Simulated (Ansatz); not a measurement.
# BrCl3HIn: the cost of one run

The runs use Ansatz 0.2.0, Gaussian basis; PBE0-D4, def2-SVP first, then def2-TZVP.

143 further runs of the same task are left out: 143 set aside as unsound or not needed.

### 1 Where the work starts

The guess: 6 atoms, charge 0, spin multiplicity 1.

Atoms are counted from 1 here; the program's logs count them from 0.

Bond lengths: In1–Cl2 2.506 Å, In1–Cl3 2.297 Å, In1–Cl4 2.298 Å, In1–Br6 2.735 Å, H5–Br6 1.671 Å. Angles: Cl2–In1–Cl3 113.4°, Cl2–In1–Cl4 113.3°, Cl2–In1–Br6 76.2°, Cl3–In1–Cl4 123.0°, Cl3–In1–Br6 110.6°, Cl4–In1–Br6 110.7°, In1–Br6–H5 64.4°.

As a file:

```mol
BrCl3HIn
  3D, bonds by distance, orders not assigned

  6  5  0  0  0  0  0  0  0  0999 V2000
   -0.6400   -0.3599    0.1204 In  0  0
    0.0759    1.9427   -0.5625 Cl  0  0
   -1.5342   -1.5867   -1.6035 Cl  0  0
   -1.4370   -0.4633    2.2728 Cl  0  0
    1.4440    0.9759   -0.3197 H   0  0
    2.0912   -0.5087    0.0925 Br  0  0
  1  2  8  0
  1  3  8  0
  1  4  8  0
  1  6  8  0
  5  6  8  0
M  END
```

Distances that are to change: In1–Br6 2.74 Å, Cl2–H5 1.69 Å, In1–Cl2 2.51 Å, H5–Br6 1.67 Å.

### 2 Constrained relaxation of the guess

hold/in.yaml

```yaml
crystal:
  periodic: [false, false, false]
  atoms:
    - {symbol: In, position_ang: [-0.640000, -0.359900, 0.120400]}
    - {symbol: Cl, position_ang: [0.075900, 1.942700, -0.562500]}
    - {symbol: Cl, position_ang: [-1.534200, -1.586700, -1.603500]}
    - {symbol: Cl, position_ang: [-1.437000, -0.463300, 2.272800]}
    - {symbol: H, position_ang: [1.444000, 0.975900, -0.319700]}
    - {symbol: Br, position_ang: [2.091200, -0.508700, 0.092500]}
basis:
  gaussian: {orbitals: def2-SVP}
hamiltonian: {xc: pbe0, dispersion: d4}
relax: {f_tol: 0.04, max_steps: 150, escape_saddle: false, constraints: [{distance: [0, 5]}, {distance: [1, 4]}, {distance: [0, 1]}, {distance: [4, 5]}]}
```

Run with:

```
ansatz run in.yaml --threads 8 --pin off --events-out ev --progress --plain --max-ram 19148MiB
```

**Question.** How long does this run take on 8 threads of Arm Neoverse V1, shared host?

About 7 s.
